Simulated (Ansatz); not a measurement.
# CH6Si + GeH2: a complex and its separated parts, part 2 of 2

Ansatz 0.2.0, Gaussian basis. The steps go on from the part before.

## 13. CAM-B3LYP-D4/def2-TZVPP

The inputs:

parta/in.yaml

```yaml
crystal:
  periodic: [false, false, false]
  atoms:
    - {symbol: Si, position_ang: [-0.388191, 0.465468, 0.708309]}
    - {symbol: H, position_ang: [-0.085714, 0.982196, -0.654041]}
    - {symbol: H, position_ang: [-1.741333, 0.946574, 1.098222]}
    - {symbol: H, position_ang: [0.602219, 1.044845, 1.655892]}
    - {symbol: C, position_ang: [-0.316378, -1.403572, 0.738104]}
    - {symbol: H, position_ang: [0.676720, -1.758232, 0.453675]}
    - {symbol: H, position_ang: [-0.539640, -1.784527, 1.737076]}
    - {symbol: H, position_ang: [-1.041610, -1.830606, 0.042001]}
basis:
  gaussian: {orbitals: def2-TZVPP}
hamiltonian: {xc: {name: CAM-B3LYP}, dispersion: d4}
```

partb/in.yaml

```yaml
crystal:
  periodic: [false, false, false]
  atoms:
    - {symbol: Ge, position_ang: [1.324213, 0.698140, -1.433933]}
    - {symbol: H, position_ang: [1.195128, 2.261239, -1.719764]}
    - {symbol: H, position_ang: [0.314585, 0.378574, -2.625640]}
basis:
  gaussian: {orbitals: def2-TZVPP}
hamiltonian: {xc: {name: CAM-B3LYP}, dispersion: d4}
```

Each run has its own folder and the same command.

Started as:

```bash
> ansatz run in.yaml --threads 4 --pin off --events-out ev --progress --plain --max-ram 9574MiB
```

Output in parta (excerpt; [...] marks lines left out):

```text
Functional definition: CAM-B3LYP
  name "CAM-B3LYP"
  cite "Yanai, Tew & Handy, Chem. Phys. Lett. 393, 51 (2004) doi:10.1016/j.cplett.2004.06.011"
  cite "Iikura, Tsuneda, Yanai & Hirao, J. Chem. Phys. 115, 3540 (2001) doi:10.1063/1.1383587"
  cite "Becke, Phys. Rev. A 38, 3098 (1988) doi:10.1103/PhysRevA.38.3098"
  cite "Lee, Yang & Parr, Phys. Rev. B 37, 785 (1988) doi:10.1103/PhysRevB.37.785"
[...]
  # Exact exchange under (alpha + beta erf(omega r))/r, Becke's under what is left of 1/r.
[...]
825 factors; their error is unknown
228 factors; integrals over basis functions are off by at most 1.4e-5 eV
[...]
mean field -9012.69721042 eV, -331.2105134572 hartree, gradient 3.6e-5 eV, S^2 0.000000; 0 other end points of the search recorded, 0 dependent functions left out
reference -9012.69732986 eV, -331.2105178467 hartree; 13, 13 occupied and 144, 144 virtual orbitals, 825 factors
Total energy: -9012.78137112 eV, -331.2136063060 hartree
```

partb printed (excerpt; [...] marks lines left out):

```text
[... 6 set-up lines as earlier in the session ...]
[...]
  # Exact exchange under (alpha + beta erf(omega r))/r, Becke's under what is left of 1/r.
[...]
507 factors; their error is unknown
123 factors; integrals over basis functions are off by at most 1.1e-5 eV
[...]
mean field -56552.42261667 eV, -2078.2631985538 hartree, gradient 6.5e-5 eV, S^2 0.000000; 0 other end points of the search recorded, 0 dependent functions left out
reference -56552.42270108 eV, -2078.2632016558 hartree; 17, 17 occupied and 59, 59 virtual orbitals, 507 factors
Total energy: -56552.44157721 eV, -2078.2638953410 hartree
```

Wall times: 1 s (parta), 0.35 s (partb) on 4 threads of Arm Neoverse V1, shared host.

## 14. wB97X-V/def2-TZVPP

Each input of step 13 (parta, partb) changes in the same lines:

```diff
-hamiltonian: {xc: {name: CAM-B3LYP}, dispersion: d4}
+hamiltonian: {xc: {name: wB97X-V}}
```

Each run has its own folder and the same command.

Started as:

```bash
> ansatz run in.yaml --threads 4 --pin off --events-out ev --progress --plain --max-ram 9574MiB
```

Output in parta (excerpt; [...] marks lines left out):

```text
Functional definition: wB97X-V
  name "wB97X-V"
  cite "Mardirossian & Head-Gordon, Phys. Chem. Chem. Phys. 16, 9904 (2014) doi:10.1039/C3CP54374A"
[... 2 set-up lines as earlier in the session ...]
[...]
      + integral(e_c_pw_opposite_spin*poly(b97_u_opposite, cos0, cos1)) + vv10(b, c)
825 factors; their error is unknown
217 factors; integrals over basis functions are off by at most 1.1e-5 eV
[...]
mean field -9011.67113532 eV, -331.1728058928 hartree, gradient 5.7e-5 eV, S^2 0.000000; 0 other end points of the search recorded, 0 dependent functions left out
reference -9011.67113338 eV, -331.1728058217 hartree; 13, 13 occupied and 144, 144 virtual orbitals, 825 factors
Total energy: -9011.67113338 eV, -331.1728058217 hartree
```

Log of partb (excerpt; [...] marks lines left out):

```text
[... 5 set-up lines as earlier in the session ...]
[...]
      + integral(e_c_pw_opposite_spin*poly(b97_u_opposite, cos0, cos1)) + vv10(b, c)
507 factors; their error is unknown
106 factors; integrals over basis functions are off by at most 8.5e-5 eV
[...]
mean field -56543.87967017 eV, -2077.9492510607 hartree, gradient 1.4e-5 eV, S^2 0.000000; 0 other end points of the search recorded, 0 dependent functions left out
reference -56543.87966889 eV, -2077.9492510135 hartree; 17, 17 occupied and 59, 59 virtual orbitals, 507 factors
Total energy: -56543.87966889 eV, -2077.9492510135 hartree
```

Times: 2.7 s (parta), 0.75 s (partb) on 4 threads of Arm Neoverse V1, shared host.

## 15. wB97M-V/def2-TZVPP

The same edit goes into each in.yaml of step 14 (parta, partb):

```diff
-hamiltonian: {xc: {name: wB97X-V}}
+hamiltonian: {xc: {name: wB97M-V}}
```

The same command starts each run, in its folder.

Started as:

```bash
> ansatz run in.yaml --threads 4 --pin off --events-out ev --progress --plain --max-ram 9574MiB
```

parta printed (excerpt; [...] marks lines left out):

```text
Functional definition: wB97M-V
  name "wB97M-V"
  cite "Mardirossian & Head-Gordon, J. Chem. Phys. 144, 214110 (2016) doi:10.1063/1.4952647"
[... 2 set-up lines as earlier in the session ...]
  # Of w^i u^j: cxij and so on, Table III.
[...]
  gx(w, u) = 1 - cx + cx01*u + cx10*w
[...]
      + integral(e_c_pw_mod_opposite_spin*gos(b97_w_opposite, b97_u_opposite)) + vv10(b, c)
825 factors; their error is unknown
217 factors; integrals over basis functions are off by at most 1.1e-5 eV
[...]
mean field -9011.51809854 eV, -331.1671818951 hartree, gradient 1.8e-5 eV, S^2 0.000000; 0 other end points of the search recorded, 0 dependent functions left out
reference -9011.51814550 eV, -331.1671836209 hartree; 13, 13 occupied and 144, 144 virtual orbitals, 825 factors
Total energy: -9011.51814550 eV, -331.1671836209 hartree
```

partb printed (excerpt; [...] marks lines left out):

```text
[... 5 set-up lines as earlier in the session ...]
  # Of w^i u^j: cxij and so on, Table III.
[...]
  gx(w, u) = 1 - cx + cx01*u + cx10*w
[...]
      + integral(e_c_pw_mod_opposite_spin*gos(b97_w_opposite, b97_u_opposite)) + vv10(b, c)
504 factors; their error is unknown
106 factors; integrals over basis functions are off by at most 8.5e-5 eV
[...]
mean field -56545.81781322 eV, -2078.0204765038 hartree, gradient 1.4e-5 eV, S^2 0.000000; 0 other end points of the search recorded, 0 dependent functions left out
reference -56545.81784440 eV, -2078.0204776497 hartree; 17, 17 occupied and 59, 59 virtual orbitals, 504 factors
Total energy: -56545.81784440 eV, -2078.0204776497 hartree
```

Wall times: 2.8 s (parta), 0.85 s (partb) on 4 threads of Arm Neoverse V1, shared host.

## 16. B2PLYP/def2-TZVPP

The same edit goes into each in.yaml of step 15 (parta, partb):

```diff
-hamiltonian: {xc: {name: wB97M-V}}
+hamiltonian: {xc: {name: B2PLYP}}
```

One command serves all of them, each in its own folder.

Started as:

```bash
> ansatz run in.yaml --threads 4 --pin off --events-out ev --progress --plain --max-ram 9574MiB
```

Output in parta (excerpt; [...] marks lines left out):

```text
Functional definition: B2PLYP
  name "B2PLYP"
  cite "Grimme, J. Chem. Phys. 124, 034108 (2006) doi:10.1063/1.2148954"
[... 2 set-up lines as earlier in the session ...]
[...]
873 factors; integrals over basis functions are off by at most 1.0e-3 eV
[...]
mean field -9005.88091649 eV, -330.9600192757 hartree, gradient 8.0e-6 eV, S^2 0.000000; 0 other end points of the search recorded, 0 dependent functions left out
6 core orbitals not correlated: weight in the atoms' cores, before any rotation towards them, 1.000 or more for the frozen orbitals, at most 0.000 for the correlated occupied ones
reference -9005.88107058 eV, -330.9600249383 hartree; 7, 7 occupied and 144, 144 virtual orbitals, 873 factors
second order -10.50681419 eV of doubles, -0.00000000 eV of singles
Total energy: -9008.71791041 eV, -331.0642768793 hartree
```

Output in partb (excerpt; [...] marks lines left out):

```text
[... 5 set-up lines as earlier in the session ...]
[...]
469 factors; integrals over basis functions are off by at most 9.3e-4 eV
[...]
mean field -56536.89310813 eV, -2077.6924996411 hartree, gradient 8.1e-6 eV, S^2 0.000000; 0 other end points of the search recorded, 0 dependent functions left out
9 core orbitals not correlated: weight in the atoms' cores, before any rotation towards them, 1.000 or more for the frozen orbitals, at most 0.000 for the correlated occupied ones
reference -56536.89321816 eV, -2077.6925036848 hartree; 8, 8 occupied and 59, 59 virtual orbitals, 469 factors
second order -7.95993663 eV of doubles, -0.00000000 eV of singles
Total energy: -56539.04240105 eV, -2077.7714846993 hartree
```

They took 1.2 s (parta), 0.5 s (partb) on 4 threads of Arm Neoverse V1, shared host.

## 17. PBE-QIDH/def2-TZVPP

Each input of step 16 (parta, partb) changes in the same lines:

```diff
-hamiltonian: {xc: {name: B2PLYP}}
+hamiltonian: {xc: {name: PBE-QIDH}}
```

The same command starts each run, in its folder.

Started as:

```bash
> ansatz run in.yaml --threads 4 --pin off --events-out ev --progress --plain --max-ram 9574MiB
```

parta printed (excerpt; [...] marks lines left out):

```text
Functional definition: PBE-QIDH
  name "PBE-QIDH"
  cite "Brémond, Sancho-García, Pérez-Jiménez & Adamo, J. Chem. Phys. 141, 031101 (2014) doi:10.1063/1.4890314"
[... 1 set-up line as earlier in the session ...]
[...]
873 factors; integrals over basis functions are off by at most 1.0e-3 eV
[...]
mean field -9002.70188723 eV, -330.8431921053 hartree, gradient 1.2e-6 eV, S^2 0.000000; 0 other end points of the search recorded, 0 dependent functions left out
6 core orbitals not correlated: weight in the atoms' cores, before any rotation towards them, 1.000 or more for the frozen orbitals, at most 0.000 for the correlated occupied ones
reference -9002.70189888 eV, -330.8431925334 hartree; 7, 7 occupied and 144, 144 virtual orbitals, 873 factors
second order -9.77816532 eV of doubles, -0.00000000 eV of singles
Total energy: -9005.96128732 eV, -330.9629728493 hartree
```

Output in partb (excerpt; [...] marks lines left out):

```text
[... 4 set-up lines as earlier in the session ...]
[...]
469 factors; integrals over basis functions are off by at most 9.3e-4 eV
[...]
mean field -56530.37068391 eV, -2077.4528049720 hartree, gradient 2.0e-6 eV, S^2 0.000000; 0 other end points of the search recorded, 0 dependent functions left out
9 core orbitals not correlated: weight in the atoms' cores, before any rotation towards them, 1.000 or more for the frozen orbitals, at most 0.000 for the correlated occupied ones
reference -56530.37069163 eV, -2077.4528052560 hartree; 8, 8 occupied and 59, 59 virtual orbitals, 469 factors
second order -7.36366071 eV of doubles, -0.00000000 eV of singles
Total energy: -56532.82524520 eV, -2077.5430084359 hartree
```

Times: 1.3 s (parta), 0.6 s (partb) on 4 threads of Arm Neoverse V1, shared host.

## 18. RPA on PBE/def2-TZVPP

The same edit goes into each in.yaml of step 17 (parta, partb):

```diff
-hamiltonian: {xc: {name: PBE-QIDH}}
+hamiltonian: {xc: pbe}
+correlation: {method: rpa}
```

One command serves all of them, each in its own folder.

Started as:

```bash
> ansatz run in.yaml --threads 4 --pin off --events-out ev --progress --plain --max-ram 9574MiB
```

Output in parta (excerpt; [...] marks lines left out):

```text
[... 4 set-up lines as earlier in the session ...]
[...]
873 factors; integrals over basis functions are off by at most 1.0e-3 eV
[...]
mean field -9007.20317126 eV, -331.0086112423 hartree, gradient 1.4e-6 eV, S^2 0.000000; 0 other end points of the search recorded, 0 dependent functions left out
6 core orbitals not correlated: weight in the atoms' cores, before any rotation towards them, 1.000 or more for the frozen orbitals, at most 0.000 for the correlated occupied ones
reference -8987.79412055 eV, -330.2953417846 hartree; 7, 7 occupied and 144, 144 virtual orbitals, 873 factors
Total energy: -9004.17056999 eV, -330.8971652010 hartree
```

Log of partb (excerpt; [...] marks lines left out):

```text
[... 4 set-up lines as earlier in the session ...]
[...]
469 factors; integrals over basis functions are off by at most 9.3e-4 eV
[...]
mean field -56540.42506271 eV, -2077.8222965781 hartree, gradient 2.7e-6 eV, S^2 0.000000; 0 other end points of the search recorded, 0 dependent functions left out
9 core orbitals not correlated: weight in the atoms' cores, before any rotation towards them, 1.000 or more for the frozen orbitals, at most 0.000 for the correlated occupied ones
reference -56503.11498987 eV, -2076.4511766910 hartree; 8, 8 occupied and 59, 59 virtual orbitals, 469 factors
Total energy: -56514.14475728 eV, -2076.8565131670 hartree
```

Wall times: 1.3 s (parta), 0.45 s (partb) on 4 threads of Arm Neoverse V1, shared host.

## 19. CCSD(T)/def2-TZVPP

Each input of step 18 (parta, partb) changes in the same lines:

```diff
-hamiltonian: {xc: pbe}
-correlation: {method: rpa}
+correlation: {method: ccsd_t}
```

Each run has its own folder and the same command.

Started as:

```bash
> ansatz run in.yaml --threads 4 --pin off --events-out ev --progress --plain --max-ram 9574MiB
```

Output in parta (excerpt; [...] marks lines left out):

```text
Functional definition: HF
  name "HF"
  cite "Fock, Z. Phys. 61, 126 (1930) doi:10.1007/BF01340294"
[... 1 set-up line as earlier in the session ...]
[...]
873 factors; integrals over basis functions are off by at most 1.0e-3 eV
[...]
mean field -8988.50404651 eV, -330.3214310825 hartree, gradient 3.1e-6 eV, S^2 0.000000; 0 other end points of the search recorded, 0 dependent functions left out
6 core orbitals not correlated: weight in the atoms' cores, before any rotation towards them, 1.000 or more for the frozen orbitals, at most 0.000 for the correlated occupied ones
reference -8988.50404651 eV, -330.3214310825 hartree; 7, 7 occupied and 144, 144 virtual orbitals, 873 factors
second order -8.65904227 eV of doubles, -0.00000000 eV of singles
cycle   1  -9.41198226 eV  change   -7.5e-1 eV  update   6.4e-2
[...]
cycle   8  -9.72783040 eV  change   -4.8e-6 eV  update   1.1e-5
perturbative correction -0.30785198 eV, -0.0113133517 hartree
Total energy: -8998.53972889 eV, -330.6902356075 hartree
```

Log of partb (excerpt; [...] marks lines left out):

```text
[... 4 set-up lines as earlier in the session ...]
[...]
469 factors; integrals over basis functions are off by at most 9.3e-4 eV
[...]
mean field -56503.79775241 eV, -2076.4762677514 hartree, gradient 2.7e-6 eV, S^2 0.000000; 0 other end points of the search recorded, 0 dependent functions left out; unrestricted orbitals would lower it
[...]
reference -56503.79775241 eV, -2076.4762677514 hartree; 8, 8 occupied and 59, 59 virtual orbitals, 469 factors
second order -6.50230937 eV of doubles, -0.00000000 eV of singles
cycle   1  -6.61152118 eV  change   -1.1e-1 eV  update   7.3e-2
[...]
cycle   9  -6.94897989 eV  change    9.9e-6 eV  update   1.3e-5
perturbative correction -0.22173316 eV, -0.0081485433 hartree
Total energy: -56510.96846546 eV, -2076.7397865953 hartree
```

Times: 7 s (parta), 0.5 s (partb) on 4 threads of Arm Neoverse V1, shared host; peak memory 1 GiB.

## 20. Vibrations of CH6Si

vib-parta/in.yaml

```yaml
crystal:
  periodic: [false, false, false]
  atoms:
    - {symbol: Si, position_ang: [-0.388191, 0.465468, 0.708309]}
    - {symbol: H, position_ang: [-0.085714, 0.982196, -0.654041]}
    - {symbol: H, position_ang: [-1.741333, 0.946574, 1.098222]}
    - {symbol: H, position_ang: [0.602219, 1.044845, 1.655892]}
    - {symbol: C, position_ang: [-0.316378, -1.403572, 0.738104]}
    - {symbol: H, position_ang: [0.676720, -1.758232, 0.453675]}
    - {symbol: H, position_ang: [-0.539640, -1.784527, 1.737076]}
    - {symbol: H, position_ang: [-1.041610, -1.830606, 0.042001]}
basis:
  gaussian: {orbitals: def2-TZVP}
hamiltonian: {xc: pbe0, dispersion: d4}
phonons: {temperatures: {t_min: 298.15, t_max: 900, t_step: 200}}
```

Started as:

```bash
> ansatz run in.yaml --threads 4 --pin off --events-out ev --progress --plain --max-ram 9574MiB
```

Log (excerpt; [...] marks lines left out):

```text
[... 5 set-up lines as earlier in the session ...]
[...]
712 factors; their error is unknown
[...]
mean field -9008.33113001 eV, -331.0500629619 hartree, gradient 3.8e-5 eV, S^2 0.000000; 0 other end points of the search recorded, 0 dependent functions left out
[...]
Atom 5 at     0.676720    -1.758232     0.453675 Å, force    -0.000038     0.000398    -0.000277 eV/Å
Atom 6 at    -0.539640    -1.784527     1.737076 Å, force    -0.000036     0.000371     0.000171 eV/Å
Atom 7 at    -1.041610    -1.830606     0.042001 Å, force    -0.000521    -0.000909    -0.000292 eV/Å
Dipole moment:     0.006559    -0.173120     0.002679 e Å
Vibrations: 197.88 514.40 514.43 706.95 879.54 879.58 935.69 951.79 951.84 1278.42 1452.41 1452.46 2219.69 2220.55 2220.57 3055.28 3141.13 3141.24 cm⁻¹, zero-point energy 1.656048 eV
```

It took 22 s on 4 threads of Arm Neoverse V1, shared host.

The modes, with what each moves most:

```tsv
mode	wavenumber (cm⁻¹)	character
1	198	torsion
2	514	bend
3	514	bend
4	707	Si–C stretch
5	880	bend with wag or twist
6	880	bend with wag or twist
7	936	bend
8	952	bend with wag or twist
9	952	bend with wag or twist
10	1278	bend
11	1452	bend
12	1452	bend
13	2220	Si–H stretch
14	2221	Si–H stretch
15	2221	Si–H stretch
16	3055	C–H stretch
17	3141	C–H stretch
18	3141	C–H stretch
```

Vibrational sums (real modes only):

```tsv
T (K)	entropy (J/mol/K)	heat capacity (J/mol/K)
298	18.4	32.7
498	42.3	61.2
698	66.4	81.7
898	88.9	96.8
```

## 21. Vibrations of GeH2

vib-partb/in.yaml

```yaml
crystal:
  periodic: [false, false, false]
  atoms:
    - {symbol: Ge, position_ang: [1.324213, 0.698140, -1.433933]}
    - {symbol: H, position_ang: [1.195128, 2.261239, -1.719764]}
    - {symbol: H, position_ang: [0.314585, 0.378574, -2.625640]}
basis:
  gaussian: {orbitals: def2-TZVP}
hamiltonian: {xc: pbe0, dispersion: d4}
phonons: {temperatures: {t_min: 298.15, t_max: 900, t_step: 200}}
```

Started as:

```bash
> ansatz run in.yaml --threads 4 --pin off --events-out ev --progress --plain --max-ram 9574MiB
```

Log (excerpt; [...] marks lines left out):

```text
[... 5 set-up lines as earlier in the session ...]
[...]
489 factors; their error is unknown
[...]
mean field -56541.87409499 eV, -2077.8755475322 hartree, gradient 1.1e-5 eV, S^2 0.000000; 0 other end points of the search recorded, 0 dependent functions left out
[...]
Total energy: -56541.89297131 eV, -2077.8762412240 hartree
Atom 0 at     1.324213     0.698140    -1.433933 Å, force    -0.000050     0.000055    -0.000065 eV/Å
Atom 1 at     1.195128     2.261239    -1.719764 Å, force    -0.000059    -0.000207    -0.000054 eV/Å
Atom 2 at     0.314585     0.378574    -2.625640 Å, force     0.000109     0.000152     0.000119 eV/Å
Dipole moment:     0.015793    -0.017246     0.020492 e Å
Vibrations: 934.42 1927.72 1937.18 cm⁻¹, zero-point energy 0.297520 eV
```

It took 1.3 s on 4 threads of Arm Neoverse V1, shared host.

The modes, with what each moves most:

```tsv
mode	wavenumber (cm⁻¹)	character
1	934	bend
2	1928	Ge–H stretch
3	1937	Ge–H stretch
```

Vibrational sums (real modes only):

```tsv
T (K)	entropy (J/mol/K)	heat capacity (J/mol/K)
298	0.5	2.0
498	2.6	6.7
698	5.6	11.3
898	8.9	14.8
```

## 22. Complex less separated parts

The complex's own energies come from single points at the same levels.

Rows are in def2-TZVPP; times add the 3 runs of a level on a shared host, so small differences are noise.

Differences are taken before rounding.

```tsv
method	rung	complex less parts (kJ/mol)	from CCSD(T) (kJ/mol)	time
SPW92	LDA	-98.4	-58.4	2.4 s
PBE-D4	GGA	-64.7	-24.7	3.6 s
BLYP-D4	GGA	-41.9	-1.9	3.2 s
r2SCAN-D4	meta-GGA	-62.5	-22.5	6.5 s
B97M-V	meta-GGA	-45.4	-5.5	13 s
PBE0-D4	hybrid	-58.5	-18.6	4.8 s
B3LYP-D4	hybrid	-40.3	-0.3	4.1 s
r2SCAN0-D4	hybrid	-57.4	-17.4	7 s
BHLYP-D4	hybrid	-34.5	+5.4	3.9 s
CAM-B3LYP-D4	range-separated hybrid	-37.4	+2.6	5.5 s
wB97X-V	range-separated hybrid	-39.7	+0.3	14 s
wB97M-V	range-separated hybrid	-41.6	-1.6	15 s
B2PLYP	double hybrid	-33.0	+6.9	9.8 s
PBE-QIDH	double hybrid	-50.8	-10.9	9.9 s
RPA on PBE	RPA	-28.1	+11.8	9.3 s
Hartree-Fock	wavefunction	14.3	+54.2	
MP2	wavefunction	-48.3	-8.3	
CCSD	wavefunction	-31.4	+8.6	
CCSD(T)	wavefunction	-39.9	0	2 min
```

Among the levels timed on like hardware and quicker than the yardstick, those that no quicker one beats, quickest first: SPW92 (2.4 s, -58.4 kJ/mol); BLYP-D4 (3.2 s, -1.9 kJ/mol); B3LYP-D4 (4.1 s, -0.3 kJ/mol); wB97X-V (14 s, +0.3 kJ/mol).

wB97X-V reaches 0.3 kJ/mol from the reference in 14 s, where CCSD(T) took 2 min; the quickest level in the cost chart, SPW92, takes 2.4 s and misses by 58.4 kJ/mol.

The complex's zero-point energy, from a separate PBE0-D4 run, is 2.058 eV.

## 23. Outcome

What follows sums up all 2 parts.

| quantity | value |
| --- | --- |
| complex less parts, CCSD(T)/def2-TZVPP | -39.9 kJ/mol |
| with zero-point energy | -29.9 kJ/mol |
| largest T1 diagnostic | 0.014 |

What this shows: At CCSD(T) the complex lies 39.9 kJ/mol below its parts. The functionals run from wB97X-V, off by +0.3 kJ/mol, to SPW92, off by -58.4 kJ/mol, against CCSD(T). B3LYP-D4 is as near within the digits shown. By rung, the mean size of the error is: LDA 58.4, GGA 13.3, meta-GGA 14.0, hybrid 10.4, range-separated hybrid 1.5, double hybrid 8.9 kJ/mol. The double hybrids carry no dispersion term here, unlike the levels marked D4 or V. PBE-D4 gives a relative energy 24.7 kJ/mol too low, outside chemical accuracy (1 kcal/mol, 4.2 kJ/mol). No counterpoise was applied, and triple zeta lacks some correlation, so the CCSD(T) reference has a basis error of its own, and close matches with it are partly luck. The restricted Hartree–Fock reference is unstable towards an unrestricted one at one or more of these structures.
